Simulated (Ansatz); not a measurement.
# MoW14: the cost of one run

Method: DFT PBE, plane waves, PAW, scalar-relativistic, no spin polarisation, in Ansatz 0.2.0.

## Step 1: The starting structure

The cell holds 15 atoms (MoW14): a = 6.320 Å, b = 6.320 Å, c = 6.320 Å, α = 90.00°, β = 90.00°, γ = 90.00°.

Coordinates:

```xyz
15
Lattice="6.3200 0.0000 0.0000 0.0000 6.3200 0.0000 0.0000 0.0000 6.3200" Properties=species:S:1:pos:R:3 pbc="T T T"
Mo   -0.0032    0.0371    0.0620
W     3.1480    0.0104   -0.0456
W    -0.0212    3.2078   -0.0076
W     0.0298    0.0000    3.1820
W     1.6006    1.6438    1.5982
W     3.1659    3.1785   -0.0176
W     3.1287   -0.0760    3.1813
W     4.7484    1.5700    1.6084
W     0.0124    3.1513    3.1828
W     1.5986    4.7642    1.6160
W     1.5927    1.6028    4.7385
W     3.1316    3.1552    3.1620
W     4.7110    4.7389    1.5898
W     4.7130    1.5772    4.7470
W     4.7391    4.7783    4.7085
```

## Step 2: Relaxing end A

Input file input.yaml:

```yaml
crystal:
  lattice:
    - [6.32, 0.0, 0.0]
    - [0.0, 6.32, 0.0]
    - [0.0, 0.0, 6.32]
  atoms:
    - { symbol: Mo, position: [-0.0005091, 0.0058689, 0.0098094] }
    - { symbol: W, position: [0.4981042, 0.0016413, -0.0072231] }
    - { symbol: W, position: [-0.0033523, 0.5075586, -0.0012037] }
    - { symbol: W, position: [0.0047155, -3.8e-06, 0.5034849] }
    - { symbol: W, position: [0.2532528, 0.260099, 0.2528819] }
    - { symbol: W, position: [0.5009354, 0.5029273, -0.0027793] }
    - { symbol: W, position: [0.4950402, -0.0120326, 0.5033714] }
    - { symbol: W, position: [0.751323, 0.2484115, 0.2544957] }
    - { symbol: W, position: [0.0019552, 0.4986287, 0.5036006] }
    - { symbol: W, position: [0.2529479, 0.7538217, 0.2556963] }
    - { symbol: W, position: [0.2520022, 0.2536081, 0.7497636] }
    - { symbol: W, position: [0.4955074, 0.4992456, 0.5003149] }
    - { symbol: W, position: [0.7454126, 0.7498335, 0.2515455] }
    - { symbol: W, position: [0.745733, 0.2495571, 0.7511038] }
    - { symbol: W, position: [0.7498516, 0.7560672, 0.745017] }
basis:
  ecutwfc: 420.0
kpoints:
  mp_grid: { grid: [3, 3, 3] }
hamiltonian:
  xc: pbe
  pseudopotentials: { kind: paw, azcp: { folder: soft_1 } }
scf:
  occupations: { method: gaussian, width: 0.1 }
  lower_state_search: "off"
relax:
  f_tol: 0.03
  max_steps: 60
  adjacent_minimum: "off"
```

Command:

```
ansatz run input.yaml --threads 4 --pin off --max-ram 10240MiB --backend cpu --events-out ev --progress --plain --runs-dir out
```

What time and memory should one allow on 4 threads of Arm Neoverse V2, shared host?

About 49 s, with a peak of 1 GiB.
